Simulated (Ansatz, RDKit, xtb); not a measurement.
**C2H7OPSi: which of the isomers drawn lies lowest?**

Which of a sample of isomers of C2H7OPSi is the most stable in the gas at 298.15 K, and what are its properties? The sample is small against all isomers, and the most stable one of this formula need not be in it.

Plan: many cheap relaxations first (GFN2-xTB), then density-functional screening, relaxation at B3LYP-D3(BJ)/def2-SVP, vibrations (at GFN2-xTB) and a final energy. The numbers are computed, not measured.

**1. Drawing up candidates**

Isomers were taken from a list of plausible structures; this is a sample, not all of them. That gives 4 candidates.

```csv
label,SMILES,spin
c129,O=[P@@H]1C[C@@H]1[SiH3],singlet
c166,CC(=O)[SiH2]P,singlet
c172,C[Si@H](P)C=O,singlet
c769,C=CO[SiH2]P,singlet
```

Candidates are built by distance geometry, with a force field where one applies, in up to four conformers (letters a to d).

Q: Predict the outcome of this search (final energies at CCSD(T)/def2-SVP + MP2/def2-TZVPP - MP2/def2-SVP).

| quantity | value |
| --- | --- |
| lowest structure found | C=CO[SiH2]P, singlet |
| next finalist | CC(=O)[SiH2]P, singlet, 14.4 kcal/mol higher in G |
| share at equilibrium, among the finalists | 100.0 % |

The lowest structure found is `C=CO[SiH2]P`. The margin of 14.4 kcal/mol over the next finalist is beyond the usual error of the last level; it says nothing of structures that weren't ranked. GFN2-xTB, r2SCAN-D4/def2-SVP, B3LYP-D3(BJ)/def2-SVP, HF/def2-SVP and MP2/def2-SVP already put its bonding pattern lowest among the structures in one piece; HF/STO-3G favours the singlet CC(=O)[SiH2]P. One minimum inside the window was never screened. The search is not exhaustive (a finite list of starts, one conformer a finalist), so a lower isomer can't be ruled out. Only 4 drawn patterns were tried, so whole families of isomers are missing, and the result ranks this sample alone.
